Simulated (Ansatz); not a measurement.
# Iridium, diamond under BLYP: structure, energy and stiffness

The plan for iridium in the diamond structure: relax it, solve it on a dense k-mesh, then scale the cell to 7 volumes from 88 to 112 % of the relaxed one and try a fit of the equation of state. Spin polarisation is left out. The k-meshes are 10×10×10 for the relaxation; 16×16×16 for the dense run; 11×11×11 for the volumes.

This is Ir in the diamond structure; at room conditions it is fcc.

Program: Ansatz 0.2.0. Level of theory: DFT BLYP, plane waves (420 eV) with PAW, scalar-relativistic; the PAW data stem from PBE, with regenerated cores. These are calculated values, not measurements.

## (1) The system as given

It takes space group Fd-3m (No. 227, cubic). The conventional cell has a = 5.346 Å, b = 5.346 Å, c = 5.346 Å, α = 90.00°, β = 90.00°, γ = 90.00°. Ir (site symmetry -43m) has 4 Ir at 2.32 Å as nearest neighbours.

As a file:

```cif
data_structure
_symmetry_space_group_name_H-M 'Fd-3m:1'
_symmetry_Int_Tables_number 227
_cell_length_a 5.3463
_cell_length_b 5.3463
_cell_length_c 5.3463
_cell_angle_alpha 90.000
_cell_angle_beta 90.000
_cell_angle_gamma 90.000
_cell_volume 152.81
loop_
_atom_site_label
_atom_site_type_symbol
_atom_site_symmetry_multiplicity
_atom_site_Wyckoff_symbol
_atom_site_fract_x
_atom_site_fract_y
_atom_site_fract_z
_atom_site_occupancy
Ir1 Ir 8 b 0.75000 0.75000 0.75000 1
```

## (2) Relaxation of the cell

File input.yaml:

```yaml
crystal:
  lattice:
    - [0.0, 2.6731374252, 2.6731374252]
    - [2.6731374252, 0.0, 2.6731374252]
    - [2.6731374252, 2.6731374252, 0.0]
  atoms:
    - { symbol: Ir, position: [0.125, 0.125, 0.125] }
    - { symbol: Ir, position: [0.875, 0.875, 0.875] }
hamiltonian:
  xc: blyp
  pseudopotentials:
    kind: paw
    azcp:
      Ir: "pseudopotentials/Ir.paw.azcp"
basis:
  ecutwfc: 420
  fft_grid_basis: typed
kpoints:
  mp_grid: { grid: [10, 10, 10], shift: [0, 0, 0] }
magnetization:
  spin_polarized: false
scf:
  occupations: { method: fermi_dirac, width: 0.1 }
relax:
  max_steps: 60
  f_tol: 0.01
  cell: {}
output:
  write_density: true
  write_potential: true
  elf: true
  volumetric_format: npy
```

Further steps of the session: Single point on a dense mesh; The cell scaled to 88 % of its volume; The cell scaled to 92 % of its volume; The cell scaled to 96 % of its volume; The cell scaled to 100 % of its volume; The cell scaled to 104 % of its volume; The cell scaled to 108 % of its volume; The cell scaled to 112 % of its volume.

**Question.** What will these runs give? Wanted: space group; conventional cell; volume; shortest distance; gap on the mesh; relative to fcc; V₀, B₀, B₀′.

The runs gave:

```
                      quantity                         value
space group (spins left aside)               Fd-3m (No. 227)
             conventional cell                   a = 5.658 Å
                        volume                22.636 Å³/atom
             shortest distance                       2.450 Å
               gap on the mesh  none (levels filled in part)
               relative to fcc                 +520 meV/atom
                   V₀, B₀, B₀′  22.590 Å³/atom, 159 GPa, 5.1
```

What this shows: The relaxation enlarged the cell by 18.5 % in volume. It lies 520 meV/atom above the element's reference form at the same level (fcc, from a run of its own). No gap shows: it is a metal or semimetal at this level. B₀ comes out at 159 GPa. The symmetry was held, so the structure may be unstable against distortions that break it.
